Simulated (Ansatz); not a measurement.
# H3In: the cost of one run

The runs use Ansatz 0.2.0, Gaussian basis; def2-TZVPP, all electrons in the functionals, frozen cores in the correlation of double hybrids and RPA.

The runs, in order: wB97M-V, HSE06, B2PLYP, RPA-PBE, at charge 0, triplet; charge 0, singlet; charge 0, quintet; charge 1, doublet; charge 1, quartet; displaced geometry v1; displaced geometry v2 (not every functional at every point).

25 further runs of the same task are left out: 6 for a known fault of the program, 7 that didn't finish, 12 set aside as unsound or not needed.

## (1) The geometry

The geometry is a PBE0/def2-TZVP stationary point (not a proven minimum). No spin-orbit coupling is included. Elements past krypton take def2 core potentials.

4 atoms, charge 0, spin multiplicity 3.

Atoms are counted from 1 here; the program's logs count them from 0.

Bond lengths: In1–H2 1.760 Å, H3–H4 0.769 Å.

No dispersion term is added; wB97M-V holds VV10 nonlocal correlation. HSE06 is the plane-wave form.

The geometry shown and the zero of energy belong to the point charge 0, triplet. The yardstick, UCCSD(T), and other wave-function levels (R restricted, U unrestricted, valence and pair active spaces) come from earlier runs.

## (2) wB97M-V, charge 0, triplet

in.yaml

```yaml
crystal:
  periodic: [false, false, false]
  atoms:
    - {symbol: In, position_ang: [0.000000, 0.017034, -0.038458]}
    - {symbol: H, position_ang: [0.000000, -1.726316, -0.276632]}
    - {symbol: H, position_ang: [0.384545, -0.107040, 2.328746]}
    - {symbol: H, position_ang: [-0.384545, -0.107040, 2.328746]}
basis:
  gaussian: {orbitals: def2-TZVPP}
magnetization: {spin_polarized: true, initial_magnetization: 2}
hamiltonian: {xc: {name: wB97M-V}}
output: {orbitals: {seedname: orbitals}}
```

Run with:

```bash
$ ansatz run in.yaml --threads 1 --pin off --events-out ev --progress --plain --max-ram 2393MiB
```

**Question.** How long does this run take on 1 thread of Intel Xeon at 2.50GHz, shared host, and how much memory does it need?

About 15 s, with a peak of 0.26 GiB.
